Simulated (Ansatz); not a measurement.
# Ti7Al: the cost of one run

Computed with Ansatz 0.2.0 (DFT PBEsol, scalar-relativistic, plane waves, PAW, unless a step's input says otherwise).

That is the level of the relaxation; later steps name their own.

## Step 1: Starting point

Symmetry: C2/m, No. 12, monoclinic system. The conventional cell has a = 9.999 Å, b = 5.773 Å, c = 9.158 Å, α = 90.00°, β = 90.00°, γ = 90.00°. Al (site symmetry m) is surrounded by 11 Ti at 2.83 to 2.89 Å and 1 Al at 2.83 Å. Ti (site symmetry m) is surrounded by 11 Ti at 2.83 to 2.89 Å and 1 Al at 2.83 Å. Ti (site symmetry 1) is surrounded by 3 Al at 2.83 to 2.89 Å and 9 Ti at 2.83 to 2.89 Å. Ti (site symmetry 1) is surrounded by 11 Ti at 2.83 to 2.89 Å and 1 Al at 2.83 Å. Ti (site symmetry m) has 10 Ti at 2.83 to 2.89 Å and 2 Al at 2.89 Å as nearest neighbours. Ti (site symmetry m) has 12 Ti at 2.83 to 2.89 Å as nearest neighbours.

Structure file:

```xyz
16
Lattice="-2.8864 -4.9993 0.0000 5.7727 0.0000 0.0000 0.0000 0.0000 9.1581" Properties=species:S:1:pos:R:3 pbc="T T T"
Al    4.3296   -0.8332    1.1448
Ti    4.3296   -0.8332    5.7238
Ti    1.4432   -0.8332    1.1448
Ti    1.4432   -0.8332    5.7238
Ti    2.8864   -3.3329    1.1448
Ti    2.8864   -3.3329    5.7238
Ti    0.0000   -3.3329    1.1448
Ti    0.0000   -3.3329    5.7238
Al    0.0000   -1.6664    3.4343
Ti    0.0000   -1.6664    8.0134
Ti    2.8864   -1.6664    3.4343
Ti    2.8864   -1.6664    8.0134
Ti   -1.4432   -4.1661    3.4343
Ti   -1.4432   -4.1661    8.0134
Ti    1.4432   -4.1661    3.4343
Ti    1.4432   -4.1661    8.0134
```

(A quick probe on a coarse mesh, which set the mesh and smearing, is not shown.)

## Step 3: The relaxation

input.yaml

```yaml
crystal:
  lattice:
    - [-2.88637439, -4.9993471, 0.0]
    - [5.77274879, 0.0, 0.0]
    - [0.0, 0.0, 9.1581235]
  atoms:
    - { symbol: Al, position: [0.16666667, 0.83333333, 0.125] }
    - { symbol: Ti, position: [0.16666667, 0.83333333, 0.625] }
    - { symbol: Ti, position: [0.16666667, 0.33333333, 0.125] }
    - { symbol: Ti, position: [0.16666667, 0.33333333, 0.625] }
    - { symbol: Ti, position: [0.66666667, 0.83333333, 0.125] }
    - { symbol: Ti, position: [0.66666667, 0.83333333, 0.625] }
    - { symbol: Ti, position: [0.66666667, 0.33333333, 0.125] }
    - { symbol: Ti, position: [0.66666667, 0.33333333, 0.625] }
    - { symbol: Al, position: [0.33333333, 0.16666667, 0.375] }
    - { symbol: Ti, position: [0.33333333, 0.16666667, 0.875] }
    - { symbol: Ti, position: [0.33333333, 0.66666667, 0.375] }
    - { symbol: Ti, position: [0.33333333, 0.66666667, 0.875] }
    - { symbol: Ti, position: [0.83333333, 0.16666667, 0.375] }
    - { symbol: Ti, position: [0.83333333, 0.16666667, 0.875] }
    - { symbol: Ti, position: [0.83333333, 0.66666667, 0.375] }
    - { symbol: Ti, position: [0.83333333, 0.66666667, 0.875] }
basis:
  ecutwfc: 420
kpoints:
  mp_grid: { grid: [9, 9, 4] }
hamiltonian:
  xc: pbesol
scf:
  occupations: { method: gaussian, width: 0.1 }
output:
  forces: true
  stress: true
  eigenvalues: true
  write_density: true
  write_potential: true
  elf: true
  volumetric_format: npy
relax:
  adjacent_minimum: "off"
  f_tol: 0.005
  max_steps: 80
  cell: { stress_tol: 0.05 }
```

On the command line:

```sh
> ansatz run input.yaml --threads 4 --pin off --max-ram 10240MiB --backend cpu --events-out ev --progress --plain --runs-dir out
```

What time and memory should one allow on 4 threads of AMD EPYC 9B14 (Zen 4), shared host?

About 3.4 min, with a peak of 2.3 GiB.
